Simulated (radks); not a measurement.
# Zr³⁺ in [Kr] 4d1: an all-electron calculation

The task here is to estimate one member of a computed series from the others.

Method: scalar-relativistic Kohn-Sham, LDA (Slater exchange, Perdew-Wang correlation), spin-unpolarised, spherical densities, finite nucleus. Code: radks (a radial shooting solver on a logarithmic mesh, Libxc functionals) version 1.

## The system

| Quantity | Value |
| --- | --- |
| element | zirconium (Z = 40) |
| charge | +3 |
| electrons | 37 |
| configuration | [Kr] 4d1 |
| nuclear rms radius | 4.2694 fm |

The outer shells:

Zr³⁺
```
[Kr] core
4d [↑ ][  ][  ][  ][  ]
```

The first run:

Settings of this run:

```text
Z 40
configuration [Kr] 4d1
relativity scalar-relativistic
functional lda,pw
spin unpolarised
nucleus finite rms 4.2694 fm
c 137.035999084
```

Launch:

```bash
$ python run_ks.py task.json out
```

The same process makes all the runs of this session.

One table of the session follows, with a row left open; its other results are not shown here.

It belongs to the step «Radial structure». Radial moments (bohr):

| level | <r> | outermost maximum (interpolated) | 90 % within | nodes |
| --- | --- | --- | --- | --- |
| 1s | ? | ? | ? | ? |
| 2s | 0.1628 | 0.137 | 0.252 | 1 |
| 2p | 0.1418 | 0.109 | 0.231 | 0 |
| 3s | 0.4593 | 0.409 | 0.680 | 2 |
| 3p | 0.4627 | 0.402 | 0.701 | 1 |
| 3d | 0.4526 | 0.347 | 0.729 | 0 |
| 4s | 1.201 | 1.07 | 1.75 | 3 |
| 4p | 1.340 | 1.17 | 1.98 | 2 |
| 4d | 1.832 | 1.50 | 2.82 | 1 |

Q: Estimate the row for 1s from the others.

**Answer.** <r>: 0.03711; outermost maximum (interpolated): 0.0242; 90 % within: 0.0664; nodes: 0. In the column «<r>» it is the lowest.

Limits of these values: Spin polarisation and multiplet splitting are left out.
